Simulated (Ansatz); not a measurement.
**C₄H₅F₃: one species, many methods**

How much do the methods differ for C₄H₅F₃? The plan is to run it at one geometry with functionals of several rungs and with coupled cluster. The yardstick is the atomisation energy at the CCSD(T) limit.

Method: functionals in def2-TZVPP, the program's frozen cores in correlated methods; program: Ansatz 0.2.0, Gaussian basis.

Plan: LDA (SPW92), PBE-D4, revPBE-D4, BLYP-D4, r2SCAN-D4, B97M-V, PBE0-D4, B3LYP-D4, r2SCANh-D4, r2SCAN0-D4, HSE06-D4, BHLYP-D4, CAM-B3LYP-D4, LC-ωPBE, ωB97X-V, ωB97M-V, B2PLYP, PBE-QIDH; CCSD(T)/def2-SVP; CCSD(T)/def2-TZVPP; MP2/def2-QZVPP; extrapolation to the limit; RPA on PBE.

**1. The relaxed structure**

An earlier PBE0-D4 in a triple-zeta def2 set relaxation fixed the geometry.

12 atoms, charge 0, spin multiplicity 1.

Atoms are counted from 1 here; the program's logs count them from 0.

Bond lengths: C1–C2 1.486 Å, C1–H8 1.091 Å, C1–H9 1.094 Å, C1–H10 1.094 Å, C2–C3 1.324 Å, C2–H11 1.087 Å, C3–C4 1.488 Å, C3–H12 1.085 Å, C4–F5 1.344 Å, C4–F6 1.344 Å, C4–F7 1.337 Å. Angles: C2–C1–H8 111.9°, C2–C1–H9 110.5°, C2–C1–H10 110.5°, H8–C1–H9 108.6°, H8–C1–H10 108.6°, H9–C1–H10 106.5°, C1–C2–C3 124.6°, C1–C2–H11 116.9°, C3–C2–H11 118.4°, C2–C3–C4 123.5°, C2–C3–H12 122.3°, C4–C3–H12 114.2°, C3–C4–F5 111.3°, C3–C4–F6 111.2°, C3–C4–F7 113.2°, F5–C4–F6 106.4°, F5–C4–F7 107.2°, F6–C4–F7 107.2°.

As a file:

```mol
C4H5F3
  3D, bonds by distance, orders not assigned

 12 11  0  0  0  0  0  0  0  0999 V2000
   -0.2350   -1.9588   -0.0372 C   0  0
   -0.3472   -0.5103    0.2735 C   0  0
    0.3788    0.4399   -0.2949 C   0  0
    0.2451    1.8839    0.0364 C   0  0
    1.4044    2.3885    0.4926 F   0  0
   -0.0810    2.6048   -1.0502 F   0  0
   -0.6847    2.1280    0.9660 F   0  0
    0.5228   -2.1550   -0.7967 H   0  0
   -1.1931   -2.3506   -0.3918 H   0  0
    0.0194   -2.5259    0.8632 H   0  0
   -1.0809   -0.2231    1.0221 H   0  0
    1.1285    0.2233   -1.0491 H   0  0
  1  2  8  0
  2  3  8  0
  3  4  8  0
  4  5  8  0
  4  6  8  0
  4  7  8  0
  1  8  8  0
  1  9  8  0
  1 10  8  0
  2 11  8  0
  3 12  8  0
M  END
```

**2. LDA**

This LDA is Slater exchange with PW92 correlation.

in.yaml reads:

```yaml
crystal:
  periodic: [false, false, false]
  atoms:
    - {symbol: C, position_ang: [-0.235045, -1.958813, -0.037210]}
    - {symbol: C, position_ang: [-0.347227, -0.510330, 0.273488]}
    - {symbol: C, position_ang: [0.378848, 0.439850, -0.294911]}
    - {symbol: C, position_ang: [0.245059, 1.883865, 0.036436]}
    - {symbol: F, position_ang: [1.404409, 2.388535, 0.492560]}
    - {symbol: F, position_ang: [-0.081010, 2.604828, -1.050156]}
    - {symbol: F, position_ang: [-0.684742, 2.127984, 0.965975]}
    - {symbol: H, position_ang: [0.522753, -2.155006, -0.796749]}
    - {symbol: H, position_ang: [-1.193095, -2.350648, -0.391781]}
    - {symbol: H, position_ang: [0.019431, -2.525916, 0.863216]}
    - {symbol: H, position_ang: [-1.080860, -0.223082, 1.022126]}
    - {symbol: H, position_ang: [1.128478, 0.223333, -1.049096]}
basis:
  gaussian: {orbitals: def2-TZVPP}
hamiltonian: {xc: lda}
output: {orbitals: {seedname: orbitals}}
```

On the command line:

```console
$ ansatz run in.yaml --threads 4 --pin off --events-out ev --progress --plain --max-ram 11315MiB
```

After this run come: PBE-D4 (GGA); revPBE-D4 (GGA); BLYP-D4 (GGA); r2SCAN-D4 (meta-GGA); B97M-V (meta-GGA); B3LYP-D4 (hybrid); r2SCANh-D4 (hybrid); r2SCAN0-D4 (hybrid); HSE06-D4 (hybrid); BHLYP-D4 (hybrid); CAM-B3LYP-D4 (range-separated); LC-ωPBE (range-separated); ωB97X-V (range-separated); ωB97M-V (range-separated); B2PLYP (double hybrid); PBE-QIDH (double hybrid); CCSD(T) in def2-SVP; CCSD(T) in def2-TZVPP; MP2 in def2-QZVPP; RPA on PBE orbitals.

Before running them: what should the planned runs give, taken together? Wanted: atomisation energy, CCSD(T)/CBS; farthest beyond LDA; mean size of error, GGA; mean size of error, meta-GGA; mean size of error, hybrid; mean size of error, range-separated; mean size of error, double hybrid; gap, smallest and largest; T1 diagnostic.

The runs gave:

```
                               quantity                                                     value
        atomisation energy, CCSD(T)/CBS                                           1200.3 kcal/mol
functionals within 6.0 kcal/mol (0.5 %)  BLYP-D4, B97M-V, B3LYP-D4, r2SCANh-D4, ωB97X-V, PBE-QIDH
                    farthest beyond LDA                                 BHLYP-D4 (-46.6 kcal/mol)
                mean size of error, GGA                                             18.0 kcal/mol
           mean size of error, meta-GGA                                              6.6 kcal/mol
             mean size of error, hybrid                                             15.3 kcal/mol
    mean size of error, range-separated                                              6.9 kcal/mol
      mean size of error, double hybrid                                              5.3 kcal/mol
              gap, smallest and largest                 5.44 eV (LDA (SPW92)), 12.87 eV (LC-ωPBE)
                          T1 diagnostic                                                    0.0117
triples share of the correlation energy                                                     3.5 %
```

In words: LDA overbinds by 212.2 kcal/mol (18 %). PBE-D4 misses by +44.5 kcal/mol. Double hybrids carry the basis error of their MP2 part in triple zeta, and no dispersion term here, so their miss is partly the set-up's. Taken by rung, double hybrid functionals do best (5.3 kcal/mol on average) and GGA ones worst beyond LDA (18.0 kcal/mol). hybrid functionals lie within the reference's doubt of that worst mean (15.3 kcal/mol), so those two tie. The gap between the best rungs is small, so their order is not settled. Misses under about 6.0 kcal/mol are within the doubt on the reference itself, which lacks core-valence correlation, relativity and higher excitations. Hartree-Fock recovers 73 % of the binding; the rest is correlation. CCSD(T) in def2-SVP is off by -46.0 kcal/mol, worse than the median functional, from the basis alone. Orbital gaps span 5.4 to 12.9 eV; exact exchange widens them.
